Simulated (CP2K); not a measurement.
Runs of CP2K 2026.2 on HfB. It takes space group Fm-3m (No. 225, cubic). Conventional cell: a = 4.620 Å, b = 4.620 Å, c = 4.620 Å, α = 90.00°, β = 90.00°, γ = 90.00°. Hf (site symmetry m-3m) has 6 B at 2.31 Å as nearest neighbours. Around B (site symmetry m-3m) lie 6 Hf at 2.31 Å. 

```tsv
task	level	potentials or basis	cell	smearing	EPS_DEFAULT	NGRIDS	points a segment of the path (NPOINTS)	bands added on the path	CUTOFF of the grids	gap on the mesh (eV)	pressure (GPa)
band structure	r2SCAN	POTENTIAL_UZH Hf GTH-SCAN-q12, B GTH-SCAN-q3; TZVP-MOLOPT-SCAN-GTH basis	as given	fermi-dirac 0.1 eV	1.0E-9	5	6	2	675 Ry	none	25.0
band structure	PBEsol	POTENTIAL_UZH Hf GTH-PBE-q12, B GTH-PBE-q3; TZVP-MOLOPT-PBE-GTH basis	as given	fermi-dirac 0.0259 eV	1.0E-9	5	8	4	450 Ry	none	(a)
single point	PBEsol	POTENTIAL_UZH Hf GTH-PBE-q12, B GTH-PBE-q3; TZVP-MOLOPT-PBE-GTH basis	as given	fermi-dirac 0.05 eV	1.0E-10	4	-	-	450 Ry	none	24.9
band structure	LDA	GTH_POTENTIALS Hf GTH-PADE-q12, B GTH-PADE-q3; TZVP-MOLOPT-PBE-GTH basis	as given	fermi-dirac 0.01 eV	1.0E-9	4	6	4	450 Ry	none	-54.1
single point	PBEsol	POTENTIAL_UZH Hf GTH-PBE-q12, B GTH-PBE-q3; TZVP-MOLOPT-PBE-GTH basis	atoms moved at random, drawn with an rms of 0.05 Å	fermi-dirac 0.05 eV	1.0E-10	5	-	-	450 Ry	none	25.6
```

Alike in all rows: no spin polarisation; k mesh 10 × 10 × 10.

Problem. Fill in the values left out.

Solution. (a) 24.7.

Caveats: the basis of atomic orbitals isn't converged, which shifts pressures, moduli and gaps; so large a pressure means that the cell lies far from this level's equilibrium, or that cutoff or potentials fall short (some runs); spin-orbit coupling is left out, which moves the levels of the heavy elements (some runs); the potentials were made for another functional, which shifts forces and pressure (some runs); a pressure of tens of GPa on the cell as given is suspect, and the run, the potentials or the cell itself is likely at fault (some runs); the real-space grid breaks the cell's symmetry a little (some runs).

A k mesh can miss the band edges, and the runs leave out spin-orbit coupling on Hf.

A gap of «none» marks a metal or a gap under the smearing width.

Runs at the PBE level aren't shown here.
